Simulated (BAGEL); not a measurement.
# Si2H3F3 (SMILES F[Si](F)(F)[SiH3]): HF/3-21G (density fitting with qzvpp-jkfit)

What is the electronic atomisation energy of Si2H3F3 at HF/3-21G (density fitting with qzvpp-jkfit)? 

The calculation is run with BAGEL 1.2.2.

13 further runs of the same task are left out: 1 that didn't finish, 12 set aside as unsound or not needed.

**1. Starting point**

Si2H3F3 has 8 atoms, charge 0, and is taken as a singlet. SMILES: `F[Si](F)(F)[SiH3]`. The coordinates come from a PBE0-D4/def2-TZVP relaxation.

Bond lengths: F1–Si2 1.582 Å, Si2–F3 1.582 Å, Si2–F4 1.582 Å, Si2–Si5 2.328 Å, Si5–H6 1.484 Å, Si5–H7 1.484 Å, Si5–H8 1.484 Å. Some angles: F1–Si2–F3 107.0°, F1–Si2–F4 107.0°, F1–Si2–Si5 111.9°, F3–Si2–F4 107.0°, F3–Si2–Si5 111.9°, F4–Si2–Si5 111.9°, Si2–Si5–H6 108.7°, Si2–Si5–H7 108.7°, Si2–Si5–H8 108.7°, H6–Si5–H7 110.2°.

**2. A single-point energy at HF/3-21G (density fitting with qzvpp-jkfit)**

The input, input.json:

```json
{ "bagel" : [

{
  "title" : "molecule",
  "basis" : "3-21g",
  "df_basis" : "qzvpp-jkfit",
  "angstrom" : true,
  "geometry" : [
    { "atom" : "F", "xyz" : [       1.310500,      -1.060500,       1.504800 ] },
    { "atom" : "Si", "xyz" : [       0.534400,      -0.990500,       0.128500 ] },
    { "atom" : "F", "xyz" : [      -0.479300,      -2.204500,       0.107900 ] },
    { "atom" : "F", "xyz" : [       1.595600,      -1.255900,      -1.013900 ] },
    { "atom" : "Si", "xyz" : [      -0.550700,       1.050400,      -0.152600 ] },
    { "atom" : "H", "xyz" : [      -1.525600,       1.227900,       0.951900 ] },
    { "atom" : "H", "xyz" : [       0.460600,       2.135800,      -0.122800 ] },
    { "atom" : "H", "xyz" : [      -1.253300,       1.040400,      -1.459500 ] }
  ]
},

{
  "title" : "hf"
},

{
  "title" : "print",
  "file" : "orbitals.molden",
  "orbitals" : true
}

]}
```

Run with:

```
$ BAGEL_NUM_THREADS=1 BAGEL input.json > input.out
```

Log:

```text
* using 1 threads per process

  ===============================================================
  ===============================================================

  *** Geometry ***

  { "atom" : "F", "xyz" : [      2.476486,     -2.004055,      2.843660 ] },
  { "atom" : "Si", "xyz" : [      1.009870,     -1.871774,      0.242830 ] },
  { "atom" : "F", "xyz" : [     -0.905746,     -4.165901,      0.203901 ] },
  { "atom" : "F", "xyz" : [      3.015247,     -2.373307,     -1.915993 ] },
  { "atom" : "Si", "xyz" : [     -1.040672,      1.984968,     -0.288372 ] },
  { "atom" : "H", "xyz" : [     -2.882966,      2.320395,      1.798830 ] },
  { "atom" : "H", "xyz" : [      0.870408,      4.036077,     -0.232058 ] },
  { "atom" : "H", "xyz" : [     -2.368394,      1.966071,     -2.758055 ] },

  Number of auxiliary basis functions:      541

  Since a DF basis is specified, we compute 2- and 3-index integrals:
    o Being stored without compression. Storage requirement is 0.015 GB

  Number of basis functions:       59
  Number of electrons      :       58

    * METHOD: MOLECULE                             0.15

  *** RHF ***

  === Nuclear Repulsion ===
   316.5165101829

      * DIIS with orbital gradients will be used.

  === RHF iteration (3-21g) ===
      0       -873.20977527          0.02659663           0.05
      1       -873.36830637          0.01505564           0.04
      2       -873.42198008          0.00092778           0.05
      3       -873.42260370          0.00014326           0.05
      4       -873.42262125          0.00003921           0.05
      5       -873.42262261          0.00000813           0.05
      6       -873.42262267          0.00000138           0.05
      7       -873.42262267          0.00000023           0.04
      8       -873.42262267          0.00000006           0.04
      9       -873.42262267          0.00000003           0.04
     10       -873.42262267          0.00000000           0.05
    * SCF iteration converged.

    * Permanent dipole moment:
           (    0.499527,    -0.939935,     0.129331) a.u.

    * METHOD: HF                                   0.60

    * METHOD: PRINT                                0.00

  ===============================================================
```

Wall time 1.1 s (1 thread of Intel Xeon 6975P-C (Granite Rapids), shared host); peak memory 0.1 GiB.

**3. The F atom at the same level**

The input, input.json:

```json
{ "bagel": [

{
  "title": "molecule",
  "basis": "3-21g",
  "df_basis": "qzvpp-jkfit",
  "angstrom": true,
  "geometry": [
    { "atom": "F", "xyz": [       0.000000,       0.000000,       0.000000 ] }
  ]
},

{ "title": "uhf", "nopen": 1 },

{ "title": "print", "file": "orbitals.molden", "orbitals": true }

]}
```

Run the same way, it converges to -98.84494 Eh (log not shown).

**4. The H atom at the same level**

The input, calc.json:

```json
{ "bagel" : [

{
  "title" : "molecule",
  "basis" : "3-21g",
  "df_basis" : "qzvpp-jkfit",
  "angstrom" : true,
  "geometry" : [
    { "atom" : "H", "xyz" : [    0.000000,    0.000000,    0.000000 ] }
  ]
},
{ "title" : "uhf", "nopen" : 1 },
{ "title" : "print", "file" : "orbitals.molden", "orbitals" : true }

]}
```

Run the same way, it converges to -0.49620 Eh (log not shown).

**5. The Si atom, same level**

The input, hf.json:

```json
{ "bagel": [

{
  "title": "molecule",
  "basis": "3-21g",
  "df_basis": "qzvpp-jkfit",
  "angstrom": true,
  "geometry": [
    { "atom": "Si", "xyz": [    0.000000,    0.000000,    0.000000 ] }
  ]
},
{ "title": "uhf", "nopen": 2 },
{ "title": "print", "file": "orbitals.molden", "orbitals": true }

]}
```

Run the same way, it converges to -287.34439 Eh (log not shown).

**6. Outcome**

At HF/3-21G (density fitting with qzvpp-jkfit):

| quantity | value |
| --- | --- |
| molecule: total energy | -873.42262 Eh |
| molecule: dipole moment | 2.73 D |
| molecule: HOMO energy | -12.56 eV |
| molecule: LUMO energy | 3.36 eV |
| molecule: HOMO–LUMO gap | 15.92 eV |
| F atom: total energy | -98.84494 Eh |
| F atom: dipole moment | 0.00 D |
| F atom: ⟨S²⟩ | 0.750 |
| H atom: total energy | -0.49620 Eh |
| H atom: dipole moment | 0.00 D |
| H atom: ⟨S²⟩ | 0.750 |
| Si atom: total energy | -287.34439 Eh |
| Si atom: dipole moment | 0.00 D |
| Si atom: ⟨S²⟩ | 2.000 |
| electronic atomisation energy | 19.332 eV |

**Reading.** Taking the molecule apart into free atoms costs 19.33 eV (446 kcal/mol), before zero-point energy and without spin-orbit coupling. Hartree–Fock lacks the correlation of the bonding pairs, which as a rule makes this value much too low; in minimal bases other errors can mask that. The basis has no polarisation functions, which makes bonds too weak.
